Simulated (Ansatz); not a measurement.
The system is AlSn.

```
CELL_PARAMETERS angstrom
4.19811 0.00000 0.00000
-2.09905 3.63567 0.00000
0.00000 0.00000 3.30685
ATOMIC_POSITIONS crystal
Sn 0.33333 0.66667 0.50000
Al 0.00000 0.00000 0.00000
```

The cell comes from a database or a generator and needn't be the stable form of this composition.

* Program: Ansatz 0.2.0
* Task: relaxation of cell and atoms
* Functional: RPBE
* Dispersion: D4
* Potentials or basis: Ansatz PAW
* Cutoff: 420 eV (not typed: the program's choice for these potentials)
* k mesh: 7 × 7 × 8
* Occupations: fermi-dirac, width 0.05 eV
* Spin: no spin polarisation

At the start: volume 25.24 Å³/atom.

Task: Where does the relaxation end?

Result: It ends after 5 steps and the volume is 24.03 Å³/atom (-4.8 %); space group P-6m2 (No. 187, to 0.05 Å).

The path:
| step | energy change (eV) | largest force (eV/Å) | volume (Å³) |
| --- | --- | --- | --- |
| 1 | 0.0000 | 0.0000 | 50.47 |
| 2 | -0.0183 | 0.0000 | 47.22 |
| 3 | -0.0209 | 0.0000 | 48.14 |
| 4 | -0.0209 | 0.0000 | 48.07 |
| 5 | -0.0204 | 0.0000 | 48.07 |

Final structure:
```
CELL_PARAMETERS angstrom
4.10825 0.00000 0.00000
-2.05413 3.55785 0.00000
0.00000 0.00000 3.28850
ATOMIC_POSITIONS crystal
Sn 0.33333 0.66667 0.50000
Al 0.00000 0.00000 0.00000
```

Caveat: the plane-wave basis is chosen anew once the cell has moved, so the energies of steps on either side of that aren't comparable; pairwise dispersion overbinds metals, which lowers pressure and volume; the PAW data sets come from PBE, with cores solved anew for the run's functional, which leaves a small shift of forces and pressure.
